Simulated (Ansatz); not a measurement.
What does this script print? It uses the Ansatz DFT code, driven from Python.

`run_bend.py`
```python
"""Energy of BrH2OSb against one bond angle."""

import ansatz as az
from ase import Atoms

BASIS_SET = "def2-SVP"
FUNCTIONAL = "hf"
FORCE_TOL = 0.02


def main() -> None:
    atoms = Atoms(["O", "Sb", "Br", "H", "H"], positions=[
        [-1.1729, 0.4294, -0.1867],
        [0.7653, 0.3467, -0.5483],
        [0.8755, -1.9179, 0.6257],
        [-1.5537, -0.1345, -0.8591],
        [1.1357, 1.2026, 0.927],
    ])

    # start the scan from a relaxed geometry
    first = (
        az.Crystal.molecule_from_ase(atoms).calculation()
        .basis(gaussian=BASIS_SET)
        .functional(FUNCTIONAL)
        .relax(force_tolerance=FORCE_TOL, max_steps=80)
    )
    atoms.positions = first.run().report["positions_ang"]

    rows = []
    for angle in [90, 100, 110, 120, 135, 150, 165, 179]:
        bent = atoms.copy()
        bent.set_angle(1, 0, 3, angle, indices=[3])
        calculation = (
            az.Crystal.molecule_from_ase(bent).calculation()
            .basis(gaussian=BASIS_SET)
            .functional(FUNCTIONAL)
        )
        rows.append((angle, calculation.run().report["free_energy_ev"]))
    floor = min(e for _, e in rows)
    for angle, e in rows:
        print(f"angle Sb1-O0-H3 = {angle:3d} deg   {1000 * (e - floor):9.1f} meV")


if __name__ == "__main__":
    main()
```

Output of `python run_bend.py`:
```text
angle Sb1-O0-H3 =  90 deg       334.3 meV
angle Sb1-O0-H3 = 100 deg       108.0 meV
angle Sb1-O0-H3 = 110 deg         6.4 meV
angle Sb1-O0-H3 = 120 deg         0.0 meV
angle Sb1-O0-H3 = 135 deg       109.8 meV
angle Sb1-O0-H3 = 150 deg       283.3 meV
angle Sb1-O0-H3 = 165 deg       433.3 meV
angle Sb1-O0-H3 = 179 deg       490.9 meV
```

Caveats:
- These settings explore the input space; basis and method may be short of convergence.
- The scan is rigid, and the energies are electronic, in a modest basis. The zero is the lowest point of the grid, which needn't be the minimum.
- def2 sets replace the cores of elements past krypton by effective core potentials.
- Run time: 28 s on 1 thread of Arm Neoverse V1, with other jobs on the host, peak memory 0.25 GiB.
